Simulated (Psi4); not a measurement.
**CH4ClGeO (SMILES [CH3][Ge]([OH])[Cl]): UMP2/6-31G(d) (spherical functions)**

Aim: the vertical ionisation energy of CH4ClGeO at UMP2/6-31G* (spherical functions), from 2 runs. 

The calculation is run with Psi4 1.11.

3 further runs of the same task are left out: 3 set aside as unsound or not needed. Runs told in other sessions of the task aren't counted.

## 1. The system as given

CH4ClGeO has 8 atoms, charge 0, and is taken as a doublet. As SMILES, `[CH3][Ge]([OH])[Cl]`. The shape is that of a PBE0-D4/def2-TZVP optimisation. This is one conformer, not always the lowest.

Bond lengths: C1–Ge2 1.958 Å, Ge2–O3 1.780 Å, Ge2–Cl4 2.184 Å, C1–H5 1.090 Å, C1–H6 1.092 Å, C1–H7 1.089 Å, O3–H8 0.961 Å. Angles: C1–Ge2–O3 104.8°, C1–Ge2–Cl4 109.0°, O3–Ge2–Cl4 106.9°, Ge2–C1–H5 109.2°, Ge2–C1–H6 107.2°, Ge2–C1–H7 109.9°, Ge2–O3–H8 113.2°, H5–C1–H6 110.0°, H5–C1–H7 110.2°, H6–C1–H7 110.2°.

## 2. A single-point energy at UMP2/6-31G(d) (spherical functions)

ch4clgeo.inp reads:

```
memory 2.2 GB

molecule molecule1 {
  0 2
  C      0.13228083     2.33400074    -0.08673843
  Ge    -1.25005383    -1.04596341     0.51532831
  O      1.35039829    -2.84328193     1.66295899
  Cl    -2.35667745    -2.70627678    -3.09801701
  H      0.79274011     3.12258345     1.69716303
  H      1.71379262     2.12140655    -1.39386199
  H     -1.31298171     3.54550416    -0.90876929
  H      1.10473389    -4.63587613     1.50630069
  units au
  symmetry c1
  no_reorient
  no_com
}

set {
  basis           6-31G*
  reference       uhf
  puream          true
  e_convergence   1e-09
  d_convergence   1e-08
  scf_type        pk
  num_frozen_docc 16
  mp2_type        conv
  maxiter         100
}

e_tot = energy("mp2")
print_variables()
```

Launch:

```
$ psi4 ch4clgeo.inp ch4clgeo.out -n 1
```

ch4clgeo.out:

```text
[...]
  Running in c1 symmetry.
[...]
  Nuclear repulsion =  363.285753823170523
[...]
  Multiplicity = 2
[...]
  Nalpha       = 34
  Nbeta        = 33
[...]
    Number of basis functions: 86
[...]
   @UHF iter   1: -2648.61759886346317   -3.66750e+00   2.68632e-02 DIIS/ADIIS
[...]
   @UHF iter  16: -2649.65852343023471   -6.36646e-12   6.68367e-09 DIIS
[...]
   @S^2 Observed:                7.570689007E-01
[...]
    Orbital Energies [Eh]
    ---------------------
    Alpha Occupied:
       1A   -405.293434     2A   -104.798714     3A    -52.226682
       4A    -46.317895     5A    -46.316375     6A    -46.315392
       7A    -20.570944     8A    -11.241005     9A    -10.538723
      10A     -8.008138    11A     -8.004326    12A     -8.004004
      13A     -7.257163    14A     -5.233346    15A     -5.229788
      16A     -5.226823    17A     -1.687623    18A     -1.684064
      19A     -1.681042    20A     -1.679169    21A     -1.678051
      22A     -1.330145    23A     -1.079361    24A     -0.970404
      25A     -0.728760    26A     -0.634882    27A     -0.589947
      28A     -0.581445    29A     -0.543173    30A     -0.525176
      31A     -0.491829    32A     -0.460106    33A     -0.449574
      34A     -0.343394
[...]
  @UHF Final Energy: -2649.65852343023471
   => Energetics <=
    Nuclear Repulsion Energy =            363.2857538231705234
    One-Electron Energy =               -4411.0396221942337434
    Two-Electron Energy =                1398.0953449408284541
    Total Energy =                      -2649.6585234302347089
  UHF NO Occupations:
  HONO-2 :   32  A 1.9991800
  HONO-1 :   33  A 1.9979533
  HONO-0 :   34  A 1.0000000
  LUNO+0 :   35  A 0.0020467
  LUNO+1 :   36  A 0.0008200
[...]
 Multipole Moments:
 ------------------------------------------------------------------------------------
     Multipole            Electronic (a.u.)      Nuclear  (a.u.)        Total (a.u.)
 ------------------------------------------------------------------------------------
 L = 1.  Multiply by 2.5417464519 to convert [e a0] to [Debye]
 Dipole X            :         66.0448504          -66.1700830           -0.1252326
 Dipole Y            :         84.4715875          -84.0661674            0.4054201
 Dipole Z            :         23.0931206          -22.4917095            0.6014112
 Magnitude           :                                                    0.7360327
[...]
	SCS-MP2 Total Energy (a.u.)        : -2650.29857952383236
	SOS-MP2 Total Energy (a.u.)        : -2650.23459289936136
	SCSN-MP2 Total Energy (a.u.)       : -2649.99637280744264
[...]
	SOS-PI-MP2 Total Energy (a.u.)     : -2650.33060447754906
[...]
	MP2 Total Energy (a.u.)            : -2650.33054119458711
[...]
```

Wall time 5.7 s (1 thread of Intel Xeon 6975P-C (Granite Rapids), shared host); peak memory 0.42 GiB.

## 3. The singlet cation, same level

job.dat reads:

```
memory 2.2 GB

molecule m {
  1 1
  C      0.070000     1.235100    -0.045900
  Ge    -0.661500    -0.553500     0.272700
  O      0.714600    -1.504600     0.880000
  Cl    -1.247100    -1.432100    -1.639400
  H      0.419500     1.652400     0.898100
  H      0.906900     1.122600    -0.737600
  H     -0.694800     1.876200    -0.480900
  H      0.584600    -2.453200     0.797100
  symmetry c1
}

set {
  basis 6-31G*
  puream true
  e_convergence 1e-09
  d_convergence 1e-08
  scf_type pk
  num_frozen_docc 16
  mp2_type conv
}

energy('mp2')
print_variables()
```

Launch:

```
$ psi4 -n 1 job.dat job.out
```

job.out:

```text
[...]
  Running in c1 symmetry.
[...]
  Nuclear repulsion =  363.285753670846702
[...]
  Multiplicity = 1
[...]
  Nalpha       = 33
  Nbeta        = 33
[...]
    Number of basis functions: 86
[...]
   @RHF iter   1: -2648.42696660100819   -3.47687e+00   2.63469e-02 ADIIS/DIIS
[...]
   @RHF iter  14: -2649.34938170097303   -1.13687e-11   7.54240e-09 DIIS
[...]
    Orbital Energies [Eh]
    ---------------------
    Doubly Occupied:
       1A   -405.578737     2A   -105.031537     3A    -52.510696
       4A    -46.602441     5A    -46.600312     6A    -46.599424
       7A    -20.811588     8A    -11.469975     9A    -10.769004
      10A     -8.237007    11A     -8.234083    12A     -8.233783
      13A     -7.538127    14A     -5.515303    15A     -5.510093
      16A     -5.507911    17A     -1.968814    18A     -1.967125
      19A     -1.964234    20A     -1.959958    21A     -1.957766
      22A     -1.552731    23A     -1.293283    24A     -1.179425
      25A     -0.946886    26A     -0.846570    27A     -0.798229
      28A     -0.791431    29A     -0.745214    30A     -0.735819
      31A     -0.689642    32A     -0.667350    33A     -0.658606
[...]
  @RHF Final Energy: -2649.34938170097303
   => Energetics <=
    Nuclear Repulsion Energy =            363.2857536708467023
    One-Electron Energy =               -4394.3240644883317145
    Two-Electron Energy =                1381.6889291165120994
    Total Energy =                      -2649.3493817009730265
[...]
 Multipole Moments:
 ------------------------------------------------------------------------------------
     Multipole            Electronic (a.u.)      Nuclear  (a.u.)        Total (a.u.)
 ------------------------------------------------------------------------------------
 L = 1.  Multiply by 2.5417464519 to convert [e a0] to [Debye]
 Dipole X            :         -5.1786501            4.8220521           -0.3565980
 Dipole Y            :         -3.2446939            4.0071201            0.7624263
 Dipole Z            :          2.6516343           -1.6786892            0.9729451
 Magnitude           :                                                    1.2864984
[...]
	SCS-MP2 Total Energy (a.u.)        : -2650.00346497431337
	SOS-MP2 Total Energy (a.u.)        : -2649.93891915015729
	SCSN-MP2 Total Energy (a.u.)       : -2649.69018365251577
[...]
	SOS-PI-MP2 Total Energy (a.u.)     : -2650.03717539168838
[...]
	MP2 Total Energy (a.u.)            : -2650.03430038109400
[...]
```

Wall time 5.1 s (1 thread of Intel Xeon 6975P-C (Granite Rapids), shared host); peak memory 0.42 GiB.

## 4. Results

Level: UMP2/6-31G* (spherical functions), 16 core orbitals frozen.

| quantity | value |
| --- | --- |
| doublet CH4ClGeO: total energy | -2650.33054 Eh |
| doublet CH4ClGeO: HOMO energy (Hartree–Fock orbitals) (highest over α and β) | -9.34 eV |
| doublet CH4ClGeO: LUMO energy (Hartree–Fock orbitals) (lowest over α and β) | 0.68 eV |
| doublet CH4ClGeO: correlation energy (16 core orbitals frozen) | -672.0 mEh |
| doublet CH4ClGeO: ⟨S²⟩ of the reference determinant | 0.757 |
| singlet cation: total energy | -2650.03430 Eh |
| singlet cation: HOMO energy (Hartree–Fock orbitals) | -17.92 eV |
| singlet cation: LUMO energy (Hartree–Fock orbitals) | -7.40 eV |
| singlet cation: HOMO–LUMO gap (Hartree–Fock orbitals) | 10.52 eV |
| singlet cation: correlation energy (16 core orbitals frozen) | -684.9 mEh |
| vertical ionisation energy (to the singlet cation) | 8.061 eV |

In words: Removing an electron at fixed nuclei costs 8.06 eV (778 kJ/mol). With no_com the log's rotational constants are taken about the origin, not the centre of mass, so they aren't the molecule's.
